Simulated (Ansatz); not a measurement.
# CH4INSi: one species, many methods

The task here is to estimate one member of a computed series from the others.

The runs use Ansatz 0.2.0, Gaussian basis; functionals in def2-TZVPP, the program's frozen cores in correlated methods.

Levels to be run: LDA (SPW92), PBE-D4, revPBE-D4, BLYP-D4, r2SCAN-D4, B97M-V, PBE0-D4, B3LYP-D4, r2SCANh-D4, r2SCAN0-D4, HSE06-D4, BHLYP-D4, CAM-B3LYP-D4, LC-ωPBE, ωB97X-V, ωB97M-V, B2PLYP, PBE-QIDH; CCSD(T)/def2-SVP; CCSD(T)/def2-TZVPP; MP2/def2-QZVPP; extrapolation to the limit; RPA on PBE.

### Structure used throughout

All runs share one geometry, relaxed beforehand with PBE0-D4 in a triple-zeta def2 set. I takes the def2 core potential; no spin-orbit term is included.

8 atoms, charge 0, spin multiplicity 1.

Atoms are counted from 1 here; the program's logs count them from 0.

Bond lengths: N1–C2 1.248 Å, N1–H5 1.023 Å, C2–Si3 1.891 Å, C2–I4 2.149 Å, Si3–H6 1.481 Å, Si3–H7 1.481 Å, Si3–H8 1.488 Å. Angles: C2–N1–H5 111.7°, N1–C2–Si3 131.0°, N1–C2–I4 117.7°, Si3–C2–I4 111.3°, C2–Si3–H6 108.6°, C2–Si3–H7 108.6°, C2–Si3–H8 107.2°, H6–Si3–H7 110.7°, H6–Si3–H8 110.8°, H7–Si3–H8 110.8°.

Set-up of the first run:

Input file in.yaml:

```yaml
crystal:
  periodic: [false, false, false]
  atoms:
    - {symbol: N, position_ang: [-0.426166, 1.586384, -0.925284]}
    - {symbol: C, position_ang: [-0.504118, 0.382312, -0.606153]}
    - {symbol: Si, position_ang: [0.490495, -0.638284, 0.636920]}
    - {symbol: I, position_ang: [-1.995743, -0.816411, -1.584713]}
    - {symbol: H, position_ang: [0.311283, 2.068218, -0.405526]}
    - {symbol: H, position_ang: [1.163759, -1.741023, -0.087121]}
    - {symbol: H, position_ang: [-0.437279, -1.172708, 1.660251]}
    - {symbol: H, position_ang: [1.489769, 0.274312, 1.255726]}
basis:
  gaussian: {orbitals: def2-TZVPP}
hamiltonian: {xc: lda}
output: {orbitals: {seedname: orbitals}}
```

Run with:

```sh
> ansatz run in.yaml --threads 4 --pin off --events-out ev --progress --plain --max-ram 10444MiB
```

Steps of the session up to this table: LDA; PBE-D4 (GGA); revPBE-D4 (GGA); BLYP-D4 (GGA); r2SCAN-D4 (meta-GGA); B97M-V (meta-GGA); B3LYP-D4 (hybrid); r2SCANh-D4 (hybrid); r2SCAN0-D4 (hybrid); HSE06-D4 (hybrid); BHLYP-D4 (hybrid); CAM-B3LYP-D4 (range-separated); LC-ωPBE (range-separated); ωB97X-V (range-separated); ωB97M-V (range-separated); B2PLYP (double hybrid); PBE-QIDH (double hybrid).

One of the session's tables, all rows but one given; the rest of the session is left out.

It belongs to the step «Frontier levels by functional». 

```
  functional  HOMO (eV)  gap (eV)
 LDA (SPW92)      -6.55      3.92
      PBE-D4      -6.40      3.98
   revPBE-D4      -6.34      4.00
     BLYP-D4      -6.23      3.98
   r2SCAN-D4      -6.66      4.37
      B97M-V      -6.72      4.50
     PBE0-D4          ?         ?
    B3LYP-D4      -7.30      5.69
  r2SCANh-D4      -7.08      5.18
  r2SCAN0-D4      -7.72      6.38
    HSE06-D4      -7.15      5.36
    BHLYP-D4      -8.49      8.27
CAM-B3LYP-D4      -8.79      8.61
     LC-ωPBE     -10.12     11.08
     ωB97X-V      -9.80     10.68
     ωB97M-V      -9.68     10.47
```

Estimate the missing values for PBE0-D4.

As computed: HOMO (eV): -7.54; gap (eV): 6.13. In the column «HOMO (eV)» it lies between r2SCAN0-D4 (-7.72) and B3LYP-D4 (-7.30).
